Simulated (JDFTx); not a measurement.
# NiMoIrPdW (Cm) in JDFTx: further runs, part 2 of 2

JDFTx 1.7.0 (patched build).

## 3. Single point, PBE, collinear spin, ferromagnetic start

NiMoIrPdW.in reads:

```
include NiMoIrPdW.lattice
coords-type Lattice
include NiMoIrPdW.ionpos

ion-species pseudo/Ni.upf
ion-species pseudo/Mo.upf
ion-species pseudo/Pd.upf
ion-species pseudo/Ir.upf
ion-species pseudo/W.upf
elec-cutoff 49 392
elec-ex-corr gga-PBE
kpoint-folding 4 4 1
elec-smearing Fermi 0.0018374661
elec-n-bands 53
spintype z-spin
initial-magnetic-moments Ni 1 Mo 1 Ir 0.6
elec-initial-magnetization 3 yes
electronic-SCF nIterations 100 energyDiffThreshold 1e-09
electronic-minimize nIterations 30 energyDiffThreshold 1e-7
converge-empty-states yes
forces-output-coords Cartesian

dump-name run.$VAR
dump End Ecomponents EigStats BandEigs Kpoints Forces Stress ElecDensity Dtot
```

NiMoIrPdW.lattice reads:

```
lattice \
    4.4306518718     4.4306518718    -4.1687358309 \
   -2.7049161803     2.7049161803     0.0000000000 \
    0.0171209187     0.0171209187    20.6428768566
```

NiMoIrPdW.ionpos reads:

```
ion Ni     0.4983800000     0.4983800000     0.2952500000 1
ion Mo     0.3177300000     0.3177300000     0.9120700000 1
ion Pd     0.2473300000     0.2473300000     0.4906100000 1
ion Ir     0.7498200000     0.7498200000     0.1080200000 1
ion W      0.6867300000     0.6867300000     0.6940600000 1
```

Potentials or basis: PseudoDojo-SR-PBE-0.5-standard with smoothed tails.

The run is started by

```sh
> jdftx -c 1 -i NiMoIrPdW.in -o NiMoIrPdW.out
```

Standard output:

```text
*************** JDFTx 1.7.0 (patched build) ***************

Input parsed successfully to the following command list (including defaults):
[... the input with its defaults ...]

---------- Setting up symmetries ----------

Non-trivial transmission matrix:
[   1   0   0  ]
[   0   1   1  ]
[   0   0   1  ]
with reduced lattice vectors:
[      4.430652      4.430652      0.261916  ]
[     -2.704916      2.704916      2.704916  ]
[      0.017121      0.017121     20.659998  ]

Found 4 point-group symmetries of the bravais lattice
Found 2 space-group symmetries with basis
Applied RMS atom displacement 0 bohrs to make symmetries exact.

---------- Initializing the Grid ----------
R =
[      4.43065      4.43065     -4.16874  ]
[     -2.70492      2.70492            0  ]
[    0.0171209    0.0171209      20.6429  ]
unit cell volume = 495.177
G =
[   0.708506   -1.16144    0.14308  ]
[   0.708506    1.16144    0.14308  ]
[ -0.00117525 1.11583e-20   0.304138  ]
Minimum fftbox size, Smin = [  48  48  188  ]
Chosen fftbox size, S = [  48  48  192  ]

---------- Initializing tighter grid for wavefunction operations ----------
R =
[      4.43065      4.43065     -4.16874  ]
[     -2.70492      2.70492            0  ]
[    0.0171209    0.0171209      20.6429  ]
unit cell volume = 495.177
G =
[   0.708506   -1.16144    0.14308  ]
[   0.708506    1.16144    0.14308  ]
[ -0.00117525 1.11583e-20   0.304138  ]
Minimum fftbox size, Smin = [  36  36  136  ]
Chosen fftbox size, S = [  36  36  140  ]

---------- Exchange Correlation functional ----------
Initalized PBE GGA exchange.
Initalized PBE GGA correlation.

---------- Setting up pseudopotentials ----------
[... 102 lines left out ...]
SCF: Cycle:  3   F: -535.108230838550185   dF: +6.346e-01   |Residual|: 6.050e-01   |deigs|: 3.148e-02
	FillingsUpdate:  mu: +0.780487842  nElectrons: 81.000000  magneticMoment: [ Abs: 3.01537  Tot: +3.00000 ]
SCF: Cycle:  4   F: -536.285553800321736   dF: -1.177e+00   |Residual|: 2.161e-01   |deigs|: 1.649e-02
	FillingsUpdate:  mu: +0.778430954  nElectrons: 81.000000  magneticMoment: [ Abs: 3.06080  Tot: +3.00000 ]
SCF: Cycle:  5   F: -536.394989956660197   dF: -1.094e-01   |Residual|: 1.471e-01   |deigs|: 7.015e-03
	FillingsUpdate:  mu: +0.776531701  nElectrons: 81.000000  magneticMoment: [ Abs: 3.08410  Tot: +3.00000 ]
SCF: Cycle:  6   F: -536.457976640615357   dF: -6.299e-02   |Residual|: 3.344e-02   |deigs|: 4.613e-03
	FillingsUpdate:  mu: +0.776270102  nElectrons: 81.000000  magneticMoment: [ Abs: 3.06949  Tot: +3.00000 ]
SCF: Cycle:  7   F: -536.459955818423737   dF: -1.979e-03   |Residual|: 2.606e-02   |deigs|: 1.445e-03
[... 23 lines left out ...]
SCF: Cycle: 19   F: -536.460984257594760   dF: -1.170e-07   |Residual|: 6.978e-05   |deigs|: 5.786e-06
	FillingsUpdate:  mu: +0.776643214  nElectrons: 81.000000  magneticMoment: [ Abs: 3.00787  Tot: +3.00000 ]
SCF: Cycle: 20   F: -536.460984266674473   dF: -9.080e-09   |Residual|: 4.692e-05   |deigs|: 3.173e-06
	FillingsUpdate:  mu: +0.776642444  nElectrons: 81.000000  magneticMoment: [ Abs: 3.00788  Tot: +3.00000 ]
SCF: Cycle: 21   F: -536.460984271962957   dF: -5.288e-09   |Residual|: 3.990e-05   |deigs|: 3.987e-06
	FillingsUpdate:  mu: +0.776642463  nElectrons: 81.000000  magneticMoment: [ Abs: 3.00789  Tot: +3.00000 ]
SCF: Cycle: 22   F: -536.460984265193360   dF: +6.770e-09   |Residual|: 5.120e-05   |deigs|: 2.099e-06
	FillingsUpdate:  mu: +0.776642915  nElectrons: 81.000000  magneticMoment: [ Abs: 3.00789  Tot: +3.00000 ]
SCF: Cycle: 23   F: -536.460984276394697   dF: -1.120e-08   |Residual|: 1.530e-05   |deigs|: 1.424e-06
	FillingsUpdate:  mu: +0.776642765  nElectrons: 81.000000  magneticMoment: [ Abs: 3.00789  Tot: +3.00000 ]
SCF: Cycle: 24   F: -536.460984275988721   dF: +4.060e-10   |Residual|: 1.877e-05   |deigs|: 6.514e-07
	FillingsUpdate:  mu: +0.776642714  nElectrons: 81.000000  magneticMoment: [ Abs: 3.00789  Tot: +3.00000 ]
SCF: Cycle: 25   F: -536.460984276878776   dF: -8.901e-10   |Residual|: 1.066e-05   |deigs|: 1.013e-06
	FillingsUpdate:  mu: +0.776642812  nElectrons: 81.000000  magneticMoment: [ Abs: 3.00789  Tot: +3.00000 ]
SCF: Cycle: 26   F: -536.460984277582611   dF: -7.038e-10   |Residual|: 4.235e-06   |deigs|: 7.180e-07
SCF: Converged (|Delta E|<1.000000e-09 for 2 iters).

Setting wave functions to eigenvectors of Hamiltonian
Converging empty states (this may take a while): |deigs|: 5.479e-06

# Stress tensor in Cartesian coordinates [Eh/a0^3]:
[ -9.82727e-05            0 -1.51756e-06  ]
[            0  -5.7133e-05            0  ]
[ -1.51756e-06            0 -0.000186829  ]

# Ionic positions in lattice coordinates:
ion Ni   0.498380000000000   0.498380000000000   0.295250000000000 1
ion Mo   0.317730000000000   0.317730000000000   0.912070000000000 1
ion Pd   0.247330000000000   0.247330000000000   0.490610000000000 1
ion Ir   0.749820000000000   0.749820000000000   0.108020000000000 1
ion W   0.686730000000000   0.686730000000000   0.694060000000000 1

# Forces in Cartesian coordinates:
force Ni   0.000133513760175   0.000000000000000   0.004230042338509 1
force Mo   0.001643235930054  -0.000000000000000  -0.023393540056728 1
force Pd   0.000978785135733  -0.000000000000000  -0.009244107558795 1
force Ir  -0.001697684346764   0.000000000000000   0.008375611501077 1
force W  -0.001073660861867   0.000000000000000   0.020041131813154 1

# Energy components:
   Eewald =     -393.6817918943542622
       EH =      132.2942397741553009
     Eloc =     -412.9717367516010995
      Enl =        1.8377804581891479
      Exc =      -91.3481901370773528
 Exc_core =       28.0799257947640264
       KE =      199.3314447315024438
-------------------------------------
     Etot =     -536.4583280244219168
       TS =        0.0026562531606468
-------------------------------------
        F =     -536.4609842775826110

IonicMinimize: Iter:   0  F: -536.460984277582611  |grad|_K:  8.680e-03
IonicMinimize: None of the convergence criteria satisfied after 0 iterations.

#--- Lowdin population analysis ---
# oxidation-state Ni +0.203
# magnetic-moments Ni +0.939
# oxidation-state Mo -0.041
# magnetic-moments Mo +0.680
# oxidation-state Pd +0.726
# magnetic-moments Pd +0.292
# oxidation-state Ir +0.130
# magnetic-moments Ir +0.377
# oxidation-state W -0.065
# magnetic-moments W +0.629

Dumping 'run.eigStats' ...
	eMin: -3.043856 at state 0 ( [ +0.000000 +0.000000 +0.000000 ] spin 1 )
	HOMO: +0.791719 at state 4 ( [ +0.250000 +0.500000 +0.000000 ] spin 1 )
	mu  : +0.776642
	LUMO: +0.761619 at state 9 ( [ +0.000000 +0.500000 +0.000000 ] spin -1 )
	eMax: +1.263668 at state 7 ( [ +0.000000 +0.000000 +0.000000 ] spin -1 )
	HOMO-LUMO gap: -0.030100
	Optical gap  : +0.003708 at state 11 ( [ +0.250000 +0.500000 +0.000000 ] spin -1 )
Done!
```

Wall time 8.9 min (1 thread of AMD EPYC 7R13 (Zen 3), shared host); peak memory 0.41 GiB.

These settings aren't checked as converged: the numbers below hold their error.

What came out:

- Free energy: -14597.8470 eV
- Pressure: 3.4 GPa
- Largest force: 1.206 eV/Å
- Net moment: 3.00 μB per cell
- Absolute moment: 3.01 μB per cell
- Site moments: Ni +0.94; Mo +0.68; Pd +0.29; Ir +0.38; W +0.63 μB

Caveat: the k mesh is coarse (spacing up to 0.65 Å⁻¹), so the values aren't converged; this set's palladium file may shift the pressure by some GPa; the total moment is fixed, so each spin has its own Fermi level; forces of over 1 eV/Å show positions far from the minimum, so gaps and moduli don't describe the material at rest.
